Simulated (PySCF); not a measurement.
# KSb (triplet) at other levels of theory

Starting from one script, swap the method and compare what comes out for KSb (triplet).

Method: each script names its method and basis; program: PySCF 2.14.0.

4 further runs of the same task are left out: 1 for a known fault of the program, 3 that didn't finish.

## Step 1: The starting structure

KSb (triplet): 2 atoms, charge 0, spin multiplicity 3.

Bond lengths: K1–Sb2 3.310 Å.

## Step 2: The base run

The input, input.py:

```python
from pyscf import gto, dft

mol = gto.M(
    atom='K 0 0 0; Sb 0 0 3.31',
    basis='sbkjc',
    ecp={'K': 'sbkjc', 'Sb': 'sbkjc'},
    charge=0,
    spin=2,
    symmetry=True,
    verbose=4,
)
mf = dft.UKS(mol, xc='r2scan')
mf.kernel()
mf.dip_moment()
print('orbital energies (hartree):', [e[max(0, n-3):n+3].round(4) for e, n in zip(mf.mo_energy, mol.nelec)])
```

Launch:

```sh
$ OMP_NUM_THREADS=1 python input.py
```

The log of this run is left out.

In short: E(SCF) = -5.599114 Eh, 10 cycles, ⟨S²⟩ = 2.100, μ = 9.40 D.

The bond length is a typed value, not an optimised one. The triplet is typed in the script; nothing here shows that it is the ground state.

## Step 3: Camb3lyp

Edit 1 changes functional: r2scan → camb3lyp.

The input, input.py:

```python
from pyscf import gto, dft

mol = gto.M(
    atom='K 0 0 0; Sb 0 0 3.31',
    basis='sbkjc',
    ecp={'K': 'sbkjc', 'Sb': 'sbkjc'},
    charge=0,
    spin=2,
    symmetry=True,
    verbose=4,
)
mf = dft.UKS(mol, xc='camb3lyp')
mf.kernel()
mf.dip_moment()
print('orbital energies (hartree):', [e[max(0, n-3):n+3].round(4) for e, n in zip(mf.mo_energy, mol.nelec)])
```

Launch:

```sh
$ OMP_NUM_THREADS=1 python input.py
```

## Step 4: Tpssh

Edit 2 changes functional: r2scan → tpssh.

Edit input.py of step 2 so:

```diff
@@ -11,3 +11,3 @@
 )
-mf = dft.UKS(mol, xc='r2scan')
+mf = dft.UKS(mol, xc='tpssh')
 mf.kernel()
```

## Step 5: Geometry optimisation

Edit 3 changes step after the SCF: none → optimize.

Edit input.py of step 2 so:

```diff
@@ -1,2 +1,3 @@
 from pyscf import gto, dft
+from pyscf.geomopt.geometric_solver import optimize
 
@@ -13,3 +14,7 @@
 mf.kernel()
-mf.dip_moment()
+g = mf.nuc_grad_method()
+g.grid_response = True
+mol_eq = optimize(g.as_scanner(), maxsteps=30)
+print('optimised geometry (angstrom)')
+print(mol_eq.tostring('raw'))
 print('orbital energies (hartree):', [e[max(0, n-3):n+3].round(4) for e, n in zip(mf.mo_energy, mol.nelec)])
```

Before running it: what results should come out? Wanted: for each run, E(SCF); from base; gap, α spin; SCF dipole; after the SCF.

The runs gave:

| run | E(SCF) (hartree) | from base (eV) | cycles | gap, α spin (eV) | SCF dipole (D) | after the SCF |
| --- | --- | --- | --- | --- | --- | --- |
| base | -5.599114 | 0 | 10 | 2.68 | 9.40 | n/a |
| camb3lyp | -5.575095 | not comparable | 9 | 4.21 | 11.13 | n/a |
| tpssh | -5.600578 | not comparable | 9 | 2.29 | 10.04 | n/a |
| geometry optimisation | -5.599114 | 0.0000 | 10 | 2.68 | n/a | bond 3.574 Å, -0.064 eV |

SCF columns refer to the geometry typed in the script.

**Reading.** The α-spin gap between the frontier levels is 2.7 eV with r2scan (0 % exact exchange) and 2.3 eV with tpssh (10 %). Total energies of different functionals can't be compared with each other; differences within one functional can. The dearest run is “geometry optimisation”, at 8.7 s against 2.2 s.
